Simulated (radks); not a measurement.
# Tl⁴⁺ in [Kr] 4d10 4f14 5s2 5p5.75 5d9 6d0.25: an all-electron calculation

Aim: the levels, the sizes of the orbitals and the parts of the energy of the thallium ion Tl4+.

Program: radks (a radial shooting solver on a logarithmic mesh, Libxc functionals) version 1. Level of theory: scalar-relativistic Kohn-Sham, SOGGA, spin-polarised, spherical densities, point nucleus; open shells are filled with parallel spins first. These are calculated values, not measurements, unless marked.

### Step 1. The system

```
element       : thallium (Z = 81)
charge        : +4
electrons     : 77
configuration : [Kr] 4d10 4f14 5s2 5p5.75 5d9 6d0.25
```

### Step 2. Self-consistent calculation

Input:

```text
Z 81
configuration [Kr] 4d10 4f14 5s2 5p5.75 5d9 6d0.25
relativity scalar-relativistic
functional sogga,pbe
spin polarised
nucleus point
c 137.035999084
```

Q: Predict the outcome of this run.

**Answer**, as computed:

```
                        quantity                   value
                    total energy     -20234.9729 hartree
exchange-correlation share of it                  1.83 %
                            −T/E                  1.1267
          highest occupied level       6d up, -22.579 eV
    most extended occupied level  6d up, <r> = 3.39 bohr
 radius at density 0.001 e/bohr³               3.33 bohr
    maxima of the radial density                       4
```

**Reading.** The radial density shows 4 maxima for 6 occupied principal shells; where shells overlap, one shows as a shoulder or not at all. −T/E is 1.127: with relativity the kinetic term as defined here no longer equals −E. This is not the tabulated ground configuration, so its levels and sizes aren't those of the ground state, and no measured value stands beside it.
